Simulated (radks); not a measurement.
# Si¹²⁺ in 1s1 2p1: an all-electron calculation

What are the levels of the silicon ion Si12+, how large are its shells, and how does its energy divide?

The numbers are computed with radks (a radial shooting solver on a logarithmic mesh, Libxc functionals) version 1 (non-relativistic Kohn-Sham, MS2 meta-GGA, spin-polarised, spherical densities, point nucleus; open shells are filled with parallel spins first), except any that are marked as measured or tabulated.

### Step 1. The system

| Property | Result |
| --- | --- |
| element | silicon (Z = 14) |
| charge | +12 |
| electrons | 2 |
| configuration | 1s1 2p1 |

The outer shells:

Si¹²⁺
```
1s [↑ ]
2p [↑ ][  ][  ]
```

In the logs a row gives level, spin channel, occupation and eigenvalue; Etot, Ekin, Encl (electron-nucleus), Eh (Hartree) and Exc are energies, all in hartree; err is the last residual, it the number of iterations.

### Step 2. The run

Input:

```text
Z 14
configuration 1s1 2p1
relativity non-relativistic
functional ms2,regtpss
spin polarised
nucleus point
```

Log:

```text
1s      1   1.0000         -91.97304185
2p      1   1.0000         -20.41677776
Etot -119.36686975463078
Ekin 119.35444568802497
Encl -241.7748664357586
Eh 8.775409396804589
Exc -5.721858403701729
err 8.131056269916803e-08
it 9
```

### Step 3. Orbitals and density

From the orbitals of this run (lengths in bohr):

| level | occupation | energy (eV) | <r> | outermost maximum (interpolated) | 90 % within | nodes |
| --- | --- | --- | --- | --- | --- | --- |
| 1s up | 1 | -2502.7 | 0.1077 | 0.0715 | 0.191 | 0 |
| 2p up | 1 | -555.57 | 0.3796 | 0.303 | 0.609 | 0 |

Radial density 4πr²ρ:

```
r (bohr)  4πr²ρ (e/bohr)
 0.00358          0.1272
 0.00474          0.2156
 0.00633          0.3669
 0.00837          0.6066
  0.0111          0.9845
  0.0147           1.559
  0.0195           2.419
  0.0259           3.550
  0.0342           4.925
  0.0456           6.383
  0.0604           7.450
  0.0799           7.696
   0.106           6.871
   0.141           5.254
   0.187           3.802
   0.247           3.052
   0.329           2.644
   0.436           1.913
   0.576          0.9196
   0.763          0.2473
    1.02         0.02846
    1.35        0.001220
```

Slater integrals of the outer shells (eV):

| integral | shells | value |
| --- | --- | --- |
| F0 | 2p, 2p | 65.134 |
| F2 | 2p, 2p | 31.368 |
| F0 | 2p, 1s | 87.640 |
| G1 | 2p, 1s | 17.057 |
| F0 | 1s, 1s | 237.17 |

X-ray form factor f at sin θ/λ (1/Å): 0.05: 2.00, 0.15: 1.97, 0.25: 1.92, 0.4: 1.80, 0.6: 1.60, 1: 1.20, 1.5: 0.86.

### Step 4. What came out

```
                        quantity                    value
                    total energy       -119.36687 hartree
exchange-correlation share of it                   4.79 %
                            −T/E                   0.9999
          highest occupied level        2p up, -555.57 eV
    most extended occupied level  2p up, <r> = 0.380 bohr
 radius at density 0.001 e/bohr³                1.09 bohr
    maxima of the radial density                        1
```

2 principal shells are occupied and 1 maxima appear in the radial density; where shells overlap, one shows as a shoulder or not at all. The ratio −T/E is 0.9999; for a non-relativistic Coulomb system it is 1 up to the kinetic part of correlation. This is not the tabulated ground configuration, so its levels and sizes aren't those of the ground state, and no measured value stands beside it.
